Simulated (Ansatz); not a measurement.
# Hg3Pt, space group Pm-3m: a comparison of functionals at one structure

Program: the Ansatz DFT code, driven from Python.

The script, `hg3pt_xc.py`:
```python
# -*- coding: utf-8 -*-
"""One structure of Hg3Pt under several functionals."""

import csv
import warnings

import ansatz as az

params = {
    "filling": "methfessel_paxton",
    "width_ev": 0.15,
    "kmesh": (6, 6, 6),
}


def main():
    warnings.simplefilter("ignore", az.DeckWarning)

    system = (
        az.Lattice.cubic(4.344221)
        .space_group(221)
        .atom("Hg", (0.0, 0.5, 0.5))
        .atom("Pt", (0.0, 0.0, 0.0))
    )

    job = (
        system.calculation()
        .pseudopotentials("paw")
        .occupations(params["filling"], width=params["width_ev"])
        .kpoints(*params["kmesh"])
        .stress()  # GPa
    )

    rows = []
    for value in ["pbe", "blyp", "revpbe"]:
        rep = job.functional(value).run(threads=1, backend="cpu").report
        rows.append((value, rep["free_energy_ev"] / len(rep["lattice"]["sites"]), rep["n_iterations"], sum(rep["stress_gpa"][i][i] for i in range(3)) / 3, rep["n_kpoints"]))

    with open("xc.csv", "w", newline="") as handle:
        writer = csv.writer(handle)
        writer.writerow(["functional", "F/atom (eV)", "iterations", "P (GPa)", "k-points"])
        writer.writerows([round(v, 5) if isinstance(v, float) else v for v in row] for row in rows)
    print(open("xc.csv").read())


if __name__ == "__main__":
    main()
```

`python hg3pt_xc.py` gives:
```text
functional,F/atom (eV),iterations,P (GPa),k-points
pbe,-13490.64524,7,-1.37962,20
blyp,-13517.59428,8,6.93665,20
revpbe,-13500.86597,7,0.8905,20
```

From lowest to highest: PBE (-1.4 GPa), revPBE (0.9 GPa) and BLYP (6.9 GPa). At a fixed cell a lower pressure usually means a smaller equilibrium volume, so PBE prefers the smallest cell and BLYP the largest.

Reading the output:
- BLYP can be off by several per cent in the lattices of metals, and by several GPa in the pressure at a fixed cell.
- The mesh is modest for a metal, so energies can be off by several to tens of meV an atom and pressures by half a GPa or more; differences at equal mesh fare better.
- Pressure is positive in compression.
- Spin-orbit coupling, which matters for elements this heavy, is left out.
- This cell is a computed structure, which may not be the phase found in nature.
- Total energies of different functionals can't be compared; pressures, moments and gaps at this one structure can.
- Run time: 8.9 s on 1 thread of Arm Neoverse V2, with other jobs on the host, peak memory 0.43 GiB.
